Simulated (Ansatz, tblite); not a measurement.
# The cluster Ge4H5: isomers from a random search

Which shape does the cluster Ge4H5 prefer? Candidates from a tight-binding search are relaxed and compared.

The runs use Ansatz 0.2.0, Gaussian basis; relaxed with r2SCAN-D4/def2-SVP, doublet.

8 further runs of the same task are left out: 6 that didn't finish, 2 set aside as unsound or not needed.

## 1. The system as given

9 atoms, charge 0, spin multiplicity 2.

Atoms are counted from 1 here; the program's logs count them from 0.

Bond lengths: Ge1–Ge2 2.406 Å, Ge1–Ge4 2.389 Å, Ge1–H7 1.525 Å, Ge2–Ge3 2.405 Å, Ge2–H6 1.522 Å, Ge3–Ge4 2.389 Å, Ge3–H8 1.526 Å, Ge4–H5 1.498 Å, Ge4–H9 1.499 Å. Angles: Ge2–Ge1–Ge4 99.0°, Ge2–Ge1–H7 103.2°, Ge4–Ge1–H7 101.9°, Ge1–Ge2–Ge3 78.8°, Ge1–Ge2–H6 103.0°, Ge3–Ge2–H6 103.4°, Ge2–Ge3–Ge4 99.0°, Ge2–Ge3–H8 102.9°, Ge4–Ge3–H8 102.1°, Ge1–Ge4–Ge3 79.5°, Ge1–Ge4–H5 108.7°, Ge1–Ge4–H9 127.8°, Ge3–Ge4–H5 108.7°, Ge3–Ge4–H9 128.0°, H5–Ge4–H9 102.2°.

As a file:

```tsv
atom	x (Å)	y (Å)	z (Å)
Ge1	1.4852	-0.3035	-0.4185
Ge2	-0.0620	-2.1408	-0.5584
Ge3	-1.4366	-0.4515	0.4613
Ge4	-0.0676	1.4571	0.0244
H5	-0.4898	2.0643	-1.2787
H6	-0.4937	-2.1145	-2.0179
H7	2.1350	-0.4995	0.9476
H8	-1.2055	-0.6775	1.9525
H9	0.1348	2.6659	0.8877
```

A search from random starts with GFN1-xTB found 12 distinct shapes; 3 go on here. The structure above is candidate A, which lies 0.00 eV above the lowest at that level; B lies 0.29 eV above the lowest at that level; C lies 0.36 eV above the lowest at that level.

## 2. Relaxing candidate A

in.yaml

```yaml
crystal:
  periodic: [false, false, false]
  atoms:
    - {symbol: Ge, position_ang: [1.485240, -0.303540, -0.418480]}
    - {symbol: Ge, position_ang: [-0.061960, -2.140820, -0.558370]}
    - {symbol: Ge, position_ang: [-1.436580, -0.451490, 0.461290]}
    - {symbol: Ge, position_ang: [-0.067570, 1.457140, 0.024400]}
    - {symbol: H, position_ang: [-0.489780, 2.064260, -1.278690]}
    - {symbol: H, position_ang: [-0.493660, -2.114480, -2.017930]}
    - {symbol: H, position_ang: [2.135040, -0.499460, 0.947580]}
    - {symbol: H, position_ang: [-1.205510, -0.677530, 1.952500]}
    - {symbol: H, position_ang: [0.134780, 2.665920, 0.887700]}
basis:
  gaussian: {orbitals: def2-SVP}
magnetization: {spin_polarized: true, initial_magnetization: 1}
hamiltonian: {xc: r2scan, dispersion: d4}
scf: {lower_state_search: "off"}
output: {orbitals: {seedname: orbitals}}
relax: {f_tol: 0.02, max_steps: 100}
```

Run with:

```console
$ ansatz run in.yaml --threads 4 --pin off --events-out ev --progress --plain --max-ram 4787MiB
```

The log of the run, cut to the lines that bear on the results:

```text
Functional definition: r2SCAN
  name "r2SCAN"
  cite "Furness, Kaplan, Ning, Perdew & Sun, J. Phys. Chem. Lett. 11, 8208 (2020) doi:10.1021/acs.jpclett.0c02405"
  cite "Furness, Kaplan, Ning, Perdew & Sun, J. Phys. Chem. Lett. 11, 9248 (2020) doi:10.1021/acs.jpclett.0c03077"
  parent r2scan
[...]
1694 factors; their error is unknown
[...]
mean field -226124.83994837 eV, -8309.9345951810 hartree, gradient 9.5e-6 eV, S^2 0.758207; 0 other end points of the search recorded, 0 dependent functions left out
[...]
reference -226124.83996162 eV, -8309.9345956681 hartree; 67, 66 occupied and 86, 87 virtual orbitals, 1694 factors
relax step   1: F+E_penalty+E_count = -226124.90905255 eV  Δ(F+E_penalty+E_count) = +0.000e0 eV  max|allowed force component| = 7.977e-1 eV/Å  Δτ_max = 0.0000 Å  (19 SCF iters, accepted)
[...]
relax step   7: F+E_penalty+E_count = -226125.20582547 eV  Δ(F+E_penalty+E_count) = -1.186e-3 eV  max|allowed force component| = 2.058e-2 eV/Å  Δτ_max = 0.0556 Å  (23 SCF iters, accepted)
[...]
relax step   8: F+E_penalty+E_count = -226125.20596315 eV  Δ(F+E_penalty+E_count) = -1.377e-4 eV  max|allowed force component| = 3.014e-3 eV/Å  Δτ_max = 0.0053 Å  (16 SCF iters, accepted)
Total energy: -226125.20597640 eV, -8309.9480464631 hartree
Atom 0 at     1.523300    -0.301544    -0.292077 Å, force     0.000649    -0.001554     0.000261 eV/Å
Atom 1 at    -0.107722    -2.078983    -0.712341 Å, force     0.000918     0.000161     0.002782 eV/Å
Atom 2 at    -1.396829    -0.450812     0.585117 Å, force    -0.000238    -0.001428     0.000635 eV/Å
Atom 3 at    -0.102694     1.505193    -0.085754 Å, force    -0.000809     0.002316    -0.002055 eV/Å
Atom 4 at    -0.541190     2.050847    -1.452276 Å, force     0.000475    -0.000142     0.001161 eV/Å
Atom 5 at    -0.550523    -2.153437    -2.199306 Å, force    -0.000186     0.000794    -0.000227 eV/Å
Atom 6 at     1.978761    -0.538123     1.184418 Å, force    -0.003014     0.000210    -0.000930 eV/Å
Atom 7 at    -0.941072    -0.687353     2.061528 Å, force     0.001979     0.000333    -0.002472 eV/Å
Atom 8 at     0.137970     2.654212     0.910690 Å, force     0.000225    -0.000689     0.000845 eV/Å
Dipole moment:    -0.010896     0.067178    -0.024858 e Å
Checks for a lower state left out: stability, starts, cluster_reference, orbital_swaps, neighbouring_geometries, increment
```

Wall time 40 s (4 threads of Arm Neoverse V1, shared host).

Relaxation path:

```tsv
step	energy from step 1 (eV)	largest force component (eV/Å)
1	0.0000	0.7977
2	-0.2574	0.1912
3	-0.2746	0.0938
4	-0.2882	0.2797
5	-0.2893	0.2527
6	-0.2956	0.0598
7	-0.2968	0.0206
8	-0.2969	0.0030
```

Close pairs (by a distance rule), those that changed most:

```tsv
bond	before (Å)	after (Å)	change (Å)
Ge1–Ge4	2.389	2.439	+0.050
Ge3–Ge4	2.389	2.439	+0.050
Ge2–Ge3	2.405	2.449	+0.044
Ge1–Ge2	2.406	2.449	+0.043
Ge4–H9	1.499	1.540	+0.041
Ge1–H7	1.525	1.563	+0.038
Ge3–H8	1.526	1.563	+0.037
Ge4–H5	1.498	1.535	+0.037
```

## 3. Relaxing candidate B

in.yaml

```yaml
crystal:
  periodic: [false, false, false]
  atoms:
    - {symbol: Ge, position_ang: [-2.007160, 0.860810, -0.489860]}
    - {symbol: Ge, position_ang: [0.255200, 1.550100, -0.113460]}
    - {symbol: Ge, position_ang: [1.368520, -0.585400, 0.002200]}
    - {symbol: Ge, position_ang: [-0.904520, -1.306410, -0.149080]}
    - {symbol: H, position_ang: [2.095640, -1.068310, 1.213590]}
    - {symbol: H, position_ang: [-2.785270, 0.972150, 0.812230]}
    - {symbol: H, position_ang: [-1.041210, -1.360550, 1.386720]}
    - {symbol: H, position_ang: [0.630100, 1.731920, -1.592930]}
    - {symbol: H, position_ang: [2.388700, -0.794320, -1.069410]}
basis:
  gaussian: {orbitals: def2-SVP}
magnetization: {spin_polarized: true, initial_magnetization: 1}
hamiltonian: {xc: r2scan, dispersion: d4}
scf: {lower_state_search: "off"}
output: {orbitals: {seedname: orbitals}}
relax: {f_tol: 0.02, max_steps: 100}
```

Same command.

The log of the run, cut to the lines that bear on the results:

```text
Functional definition: r2SCAN
  name "r2SCAN"
  cite "Furness, Kaplan, Ning, Perdew & Sun, J. Phys. Chem. Lett. 11, 8208 (2020) doi:10.1021/acs.jpclett.0c02405"
  cite "Furness, Kaplan, Ning, Perdew & Sun, J. Phys. Chem. Lett. 11, 9248 (2020) doi:10.1021/acs.jpclett.0c03077"
  parent r2scan
[...]
1694 factors; their error is unknown
[...]
mean field -226124.43231316 eV, -8309.9196148632 hartree, gradient 5.0e-6 eV, S^2 0.759265; 0 other end points of the search recorded, 0 dependent functions left out
[...]
reference -226124.43232618 eV, -8309.9196153419 hartree; 67, 66 occupied and 86, 87 virtual orbitals, 1694 factors
relax step   1: F+E_penalty+E_count = -226124.50156904 eV  Δ(F+E_penalty+E_count) = +0.000e0 eV  max|allowed force component| = 9.203e-1 eV/Å  Δτ_max = 0.0000 Å  (22 SCF iters, accepted)
[...]
Atom 0 at    -2.001242     0.896970    -0.346271 Å, force    -0.000233    -0.001465     0.000408 eV/Å
Atom 1 at     0.342258     1.567686    -0.072514 Å, force     0.000386     0.005698     0.004752 eV/Å
Atom 2 at     1.480457    -0.613970    -0.002920 Å, force    -0.004560    -0.008430    -0.010301 eV/Å
Atom 3 at    -0.859748    -1.292248    -0.233413 Å, force     0.009286     0.008320     0.003565 eV/Å
Atom 4 at     2.082167    -1.164015     1.301575 Å, force     0.000348     0.002859     0.000509 eV/Å
Atom 5 at    -3.047920     0.996328     0.801408 Å, force    -0.004825     0.003338    -0.001085 eV/Å
Atom 6 at    -1.016781    -1.231886     1.345257 Å, force    -0.002894    -0.007164     0.002402 eV/Å
Atom 7 at     0.525458     1.599874    -1.644977 Å, force     0.000515    -0.004281    -0.001867 eV/Å
Atom 8 at     2.495352    -0.758750    -1.148145 Å, force     0.001977     0.001126     0.001617 eV/Å
Dipole moment:     0.035924    -0.017849     0.015447 e Å
Checks for a lower state left out: stability, starts, cluster_reference, orbital_swaps, neighbouring_geometries, increment
```

It took 33 s on 4 threads of Arm Neoverse V1, shared host.

The steps of the relaxation:

```tsv
step	energy from step 1 (eV)	largest force component (eV/Å)
1	0.0000	0.9203
2	-0.2602	0.1902
3	-0.2884	0.1224
4	-0.2964	0.0731
5	-0.2984	0.0253
6	-0.2987	0.0103
```

Distances of close pairs at the start and the end, largest changes first:

```tsv
bond	before (Å)	after (Å)	change (Å)
Ge1–Ge2	2.395	2.453	+0.058
Ge3–Ge4	2.389	2.447	+0.058
Ge2–Ge3	2.411	2.462	+0.051
Ge2–H8	1.537	1.583	+0.046
Ge3–H5	1.493	1.538	+0.045
Ge4–H7	1.543	1.588	+0.045
Ge3–H9	1.494	1.537	+0.043
Ge1–H6	1.521	1.556	+0.036
```

## 4. Relaxing candidate C

in.yaml

```yaml
crystal:
  periodic: [false, false, false]
  atoms:
    - {symbol: Ge, position_ang: [0.996950, -1.632280, 0.979240]}
    - {symbol: Ge, position_ang: [-1.431290, 0.606820, -0.225100]}
    - {symbol: Ge, position_ang: [-0.051520, -1.097680, -1.156880]}
    - {symbol: Ge, position_ang: [0.288080, 0.659610, 1.423170]}
    - {symbol: H, position_ang: [2.501630, -1.579800, 0.747960]}
    - {symbol: H, position_ang: [-2.675170, 0.002640, 0.348640]}
    - {symbol: H, position_ang: [1.353100, 1.509390, 0.719660]}
    - {symbol: H, position_ang: [1.003340, -0.250530, -1.875250]}
    - {symbol: H, position_ang: [-1.985120, 1.781840, -0.961440]}
basis:
  gaussian: {orbitals: def2-SVP}
magnetization: {spin_polarized: true, initial_magnetization: 1}
hamiltonian: {xc: r2scan, dispersion: d4}
scf: {lower_state_search: "off"}
output: {orbitals: {seedname: orbitals}}
relax: {f_tol: 0.02, max_steps: 100}
```

Same command.

The log of the run:

```text
Functional definition: r2SCAN
  name "r2SCAN"
  cite "Furness, Kaplan, Ning, Perdew & Sun, J. Phys. Chem. Lett. 11, 8208 (2020) doi:10.1021/acs.jpclett.0c02405"
  cite "Furness, Kaplan, Ning, Perdew & Sun, J. Phys. Chem. Lett. 11, 9248 (2020) doi:10.1021/acs.jpclett.0c03077"
  parent r2scan
  parameter k0 = 0.174
  parameter k1 = 0.065
  parameter a1 = 4.9479
  exchange = r2scan_x(k0 = k0, k1 = k1, a1 = a1)
  correlation = r2scan_c
these checks for a lower state are left out or cut short: stability, starts, cluster_reference, orbital_swaps, neighbouring_geometries, increment
1694 factors; their error is unknown
mean field evaluation 1: about -226123.3894 eV, gradient 2.0e1 eV
mean field evaluation 2: about -226123.4121 eV, gradient 2.0e1 eV
mean field evaluation 4: about -226124.8173 eV, gradient 1.7e0 eV
mean field evaluation 8: about -226124.8425 eV, gradient 4.3e-1 eV
mean field evaluation 16: about -226124.7120 eV, gradient 5.3e-4 eV
mean field -226124.71195199 eV, -8309.9298914009 hartree, gradient 4.2e-6 eV, S^2 0.754512; 0 other end points of the search recorded, 0 dependent functions left out
the calculation of the forces begins
reference -226124.71196514 eV, -8309.9298918840 hartree; 67, 66 occupied and 86, 87 virtual orbitals, 1694 factors
relax step   1: F+E_penalty+E_count = -226124.78205250 eV  Δ(F+E_penalty+E_count) = +0.000e0 eV  max|allowed force component| = 7.824e-1 eV/Å  Δτ_max = 0.0000 Å  (23 SCF iters, accepted)
these checks for a lower state are left out or cut short: stability, starts, cluster_reference, orbital_swaps, neighbouring_geometries, increment
1694 factors; their error is unknown
mean field evaluation 32: about -226124.9791 eV, gradient 3.7e-3 eV
mean field -226124.97906832 eV, -8309.9397077448 hartree, gradient 7.5e-6 eV, S^2 0.754584; 0 other end points of the search recorded, 0 dependent functions left out
the calculation of the forces begins
reference -226124.97908156 eV, -8309.9397082315 hartree; 67, 66 occupied and 86, 87 virtual orbitals, 1694 factors
relax step   2: F+E_penalty+E_count = -226125.04775619 eV  Δ(F+E_penalty+E_count) = -2.657e-1 eV  max|allowed force component| = 1.825e-1 eV/Å  Δτ_max = 0.1949 Å  (24 SCF iters, accepted)
these checks for a lower state are left out or cut short: stability, starts, cluster_reference, orbital_swaps, neighbouring_geometries, increment
1694 factors; their error is unknown
mean field -226125.00629151 eV, -8309.9407081786 hartree, gradient 2.0e-6 eV, S^2 0.754708; 0 other end points of the search recorded, 0 dependent functions left out
the calculation of the forces begins
reference -226125.00630479 eV, -8309.9407086666 hartree; 67, 66 occupied and 86, 87 virtual orbitals, 1694 factors
relax step   3: F+E_penalty+E_count = -226125.07511525 eV  Δ(F+E_penalty+E_count) = -2.736e-2 eV  max|allowed force component| = 1.149e-1 eV/Å  Δτ_max = 0.0615 Å  (24 SCF iters, accepted)
these checks for a lower state are left out or cut short: stability, starts, cluster_reference, orbital_swaps, neighbouring_geometries, increment
1694 factors; their error is unknown
mean field -226125.02085475 eV, -8309.9412433677 hartree, gradient 1.9e-6 eV, S^2 0.754830; 0 other end points of the search recorded, 0 dependent functions left out
the calculation of the forces begins
reference -226125.02086803 eV, -8309.9412438560 hartree; 67, 66 occupied and 86, 87 virtual orbitals, 1694 factors
relax step   4: F+E_penalty+E_count = -226125.08970073 eV  Δ(F+E_penalty+E_count) = -1.459e-2 eV  max|allowed force component| = 7.546e-2 eV/Å  Δτ_max = 0.0790 Å  (23 SCF iters, accepted)
these checks for a lower state are left out or cut short: stability, starts, cluster_reference, orbital_swaps, neighbouring_geometries, increment
1694 factors; their error is unknown
mean field -226125.02674437 eV, -8309.9414598074 hartree, gradient 2.5e-6 eV, S^2 0.754970; 0 other end points of the search recorded, 0 dependent functions left out
the calculation of the forces begins
reference -226125.02675769 eV, -8309.9414602968 hartree; 67, 66 occupied and 86, 87 virtual orbitals, 1694 factors
relax step   5: F+E_penalty+E_count = -226125.09568355 eV  Δ(F+E_penalty+E_count) = -5.983e-3 eV  max|allowed force component| = 7.510e-2 eV/Å  Δτ_max = 0.0751 Å  (23 SCF iters, accepted)
these checks for a lower state are left out or cut short: stability, starts, cluster_reference, orbital_swaps, neighbouring_geometries, increment
1694 factors; their error is unknown
mean field -226125.02785753 eV, -8309.9415007154 hartree, gradient 2.0e-6 eV, S^2 0.755010; 0 other end points of the search recorded, 0 dependent functions left out
the calculation of the forces begins
reference -226125.02787086 eV, -8309.9415012051 hartree; 67, 66 occupied and 86, 87 virtual orbitals, 1694 factors
relax step   6: F+E_penalty+E_count = -226125.09670544 eV  Δ(F+E_penalty+E_count) = -1.022e-3 eV  max|allowed force component| = 3.342e-2 eV/Å  Δτ_max = 0.0287 Å  (22 SCF iters, accepted)
these checks for a lower state are left out or cut short: stability, starts, cluster_reference, orbital_swaps, neighbouring_geometries, increment
1694 factors; their error is unknown
mean field evaluation 64: about -226125.1440 eV, gradient 1.3e0 eV
mean field -226125.02853723 eV, -8309.9415256940 hartree, gradient 2.5e-6 eV, S^2 0.755009; 0 other end points of the search recorded, 0 dependent functions left out
the calculation of the forces begins
reference -226125.02855057 eV, -8309.9415261840 hartree; 67, 66 occupied and 86, 87 virtual orbitals, 1694 factors
relax step   7: F+E_penalty+E_count = -226125.09744677 eV  Δ(F+E_penalty+E_count) = -7.413e-4 eV  max|allowed force component| = 1.323e-2 eV/Å  Δτ_max = 0.0452 Å  (20 SCF iters, accepted)
Total energy: -226125.09746011 eV, -8309.9440585628 hartree
Atom 0 at     1.056448    -1.588151     0.942789 Å, force     0.005045     0.012731    -0.009591 eV/Å
Atom 1 at    -1.578507     0.573354    -0.183820 Å, force     0.009132     0.006675    -0.005708 eV/Å
Atom 2 at    -0.005276    -0.995547    -1.172814 Å, force     0.008633     0.009404     0.009379 eV/Å
Atom 3 at     0.321813     0.706599     1.327972 Å, force     0.005827    -0.005972    -0.013230 eV/Å
Atom 4 at     2.573135    -1.915858     0.967374 Å, force    -0.002275    -0.004550     0.003458 eV/Å
Atom 5 at    -2.808870    -0.100358     0.435760 Å, force    -0.004622     0.005072    -0.002916 eV/Å
Atom 6 at     1.369777     1.585595     0.562851 Å, force    -0.010673    -0.004836     0.007685 eV/Å
Atom 7 at     1.047904    -0.089058    -1.897644 Å, force    -0.011193    -0.007639     0.003633 eV/Å
Atom 8 at    -1.976424     1.823435    -0.982467 Å, force     0.000126    -0.010886     0.007290 eV/Å
Dipole moment:    -0.042862     0.016157    -0.005368 e Å
Checks for a lower state left out: stability, starts, cluster_reference, orbital_swaps, neighbouring_geometries, increment
```

Run time: 37 s. Hardware: 4 threads of Arm Neoverse V1, shared host.

Step by step:

```tsv
step	energy from step 1 (eV)	largest force component (eV/Å)
1	0.0000	0.7824
2	-0.2657	0.1825
3	-0.2931	0.1149
4	-0.3076	0.0755
5	-0.3136	0.0751
6	-0.3147	0.0334
7	-0.3154	0.0132
```

Distances of close pairs at the start and the end, largest changes first:

```tsv
bond	before (Å)	after (Å)	change (Å)
Ge2–Ge4	2.382	2.432	+0.050
Ge2–Ge3	2.383	2.432	+0.049
Ge2–H9	1.493	1.536	+0.043
Ge2–H6	1.497	1.533	+0.036
Ge3–H8	1.532	1.567	+0.035
Ge4–H7	1.533	1.567	+0.034
Ge1–H5	1.523	1.552	+0.029
Ge1–Ge3	2.439	2.440	+0.001
```

## 5. The relaxed candidates

```tsv
candidate	point group	bonds (count, mean Å)	energy above the lowest (kcal/mol)
A	Cs	Ge–Ge 4, 2.44; Ge–H 5, 1.55	0.0
B	C1	Ge–Ge 4, 2.46; Ge–H 5, 1.56	9.4
C	Cs	Ge–Ge 4, 2.44; Ge–H 5, 1.55	2.5
```

## 6. Candidate B, GFN1-xTB

Tight binding, by tblite at 300 K electronic temperature and without a spin-polarisation term:

```python
tblite.interface.Calculator('GFN1-xTB', numbers, positions, charge=0, uhf=1).singlepoint()
```

Energy -253.8810 eV; 0.007 s.

## 7. Candidate B, GFN2-xTB

Tight binding, by tblite at 300 K electronic temperature and without a spin-polarisation term:

```python
tblite.interface.Calculator('GFN2-xTB', numbers, positions, charge=0, uhf=1).singlepoint()
```

Energy -278.8552 eV; 0.006 s.

## 8. Candidate B, PBE0-D4/def2-TZVP

start.molden holds the orbitals of an earlier run on this state, given as this run's starting guess.

in.yaml

```yaml
crystal:
  periodic: [false, false, false]
  atoms:
    - {symbol: Ge, position_ang: [-2.001242, 0.896970, -0.346271]}
    - {symbol: Ge, position_ang: [0.342258, 1.567686, -0.072514]}
    - {symbol: Ge, position_ang: [1.480457, -0.613970, -0.002920]}
    - {symbol: Ge, position_ang: [-0.859748, -1.292248, -0.233413]}
    - {symbol: H, position_ang: [2.082167, -1.164015, 1.301575]}
    - {symbol: H, position_ang: [-3.047920, 0.996328, 0.801408]}
    - {symbol: H, position_ang: [-1.016781, -1.231886, 1.345257]}
    - {symbol: H, position_ang: [0.525458, 1.599874, -1.644977]}
    - {symbol: H, position_ang: [2.495352, -0.758750, -1.148145]}
basis:
  gaussian: {orbitals: def2-TZVP, initial_orbitals: start.molden}
magnetization: {spin_polarized: true, initial_magnetization: 1}
hamiltonian: {xc: pbe0, dispersion: d4}
scf: {omitted_lower_state_checks: [starts]}
output: {orbitals: {seedname: orbitals}}
```

Launched as before.

The log of the run, cut to the lines that bear on the results:

```text
Functional definition: PBE0
  name "PBE0"
  cite "Adamo & Barone, J. Chem. Phys. 110, 6158 (1999) doi:10.1063/1.478522"
  cite "Perdew, Burke & Ernzerhof, Phys. Rev. Lett. 77, 3865 (1996) doi:10.1103/PhysRevLett.77.3865"
  parent pbe
[...]
1556 factors; integrals over basis functions are off by at most 9.9e-4 eV
[...]
mean field -226125.10886176 eV, -8309.9444775660 hartree, gradient 2.3e-5 eV, S^2 0.755758; 0 other end points of the search recorded, 0 dependent functions left out
reference -226125.10889419 eV, -8309.9444787575 hartree; 67, 66 occupied and 155, 156 virtual orbitals, 1556 factors
Total energy: -226125.39278266 eV, -8309.9549114666 hartree
Checks for a lower state left out: starts
```

Run time: 16 s. Hardware: 4 threads of Arm Neoverse V1, shared host; peak memory 1 GiB.

From the report: HOMO -6.21 eV, LUMO -3.37 eV (over both spins); ⟨S²⟩ 0.756 (pure: 0.75).

## 9. Candidate B, PBE-D4/def2-TZVP

in.yaml, as its differences from that of step 8:

```diff
@@ -15,4 +15,4 @@
 magnetization: {spin_polarized: true, initial_magnetization: 1}
-hamiltonian: {xc: pbe0, dispersion: d4}
+hamiltonian: {xc: pbe, dispersion: d4}
 scf: {omitted_lower_state_checks: [starts]}
-output: {orbitals: {seedname: orbitals}}
+output: {forces: true, orbitals: {seedname: orbitals}}
```

The command is unchanged.

The log of the run, cut to the lines that bear on the results:

```text
Functional definition: PBE
  name "PBE"
  cite "Perdew, Burke & Ernzerhof, Phys. Rev. Lett. 77, 3865 (1996) doi:10.1103/PhysRevLett.77.3865"
  parent pbe
[...]
1652 factors; their error is unknown
[...]
mean field -226119.41414492 eV, -8309.7352005820 hartree, gradient 1.3e-5 eV, S^2 0.753544; 0 other end points of the search recorded, 0 dependent functions left out
[...]
reference -226119.41418755 eV, -8309.7352021486 hartree; 67, 66 occupied and 155, 156 virtual orbitals, 1652 factors
Total energy: -226119.74510977 eV, -8309.7473633160 hartree
Atom 0 at    -2.001242     0.896970    -0.346271 Å, force    -0.063368     0.101042    -0.201625 eV/Å
Atom 1 at     0.342258     1.567686    -0.072514 Å, force     0.041554     0.219270     0.253408 eV/Å
Atom 2 at     1.480457    -0.613970    -0.002920 Å, force    -0.001231    -0.020713    -0.026458 eV/Å
Atom 3 at    -0.859748    -1.292248    -0.233413 Å, force    -0.050854    -0.226420    -0.231247 eV/Å
Atom 4 at     2.082167    -1.164015     1.301575 Å, force     0.088194    -0.064416     0.168070 eV/Å
Atom 5 at    -3.047920     0.996328     0.801408 Å, force    -0.157178     0.010146     0.172784 eV/Å
Atom 6 at    -1.016781    -1.231886     1.345257 Å, force    -0.014291     0.030511     0.206525 eV/Å
Atom 7 at     0.525458     1.599874    -1.644977 Å, force     0.019409    -0.021421    -0.202629 eV/Å
Atom 8 at     2.495352    -0.758750    -1.148145 Å, force     0.137766    -0.027999    -0.138828 eV/Å
Dipole moment:     0.035534    -0.015326     0.006520 e Å
Checks for a lower state left out: starts
```

It took 7 s on 4 threads of Arm Neoverse V1, shared host.

Report: HOMO -5.20 eV, LUMO -4.18 eV (over both spins); ⟨S²⟩ 0.754 (pure: 0.75).

[end of part 1 of 2]
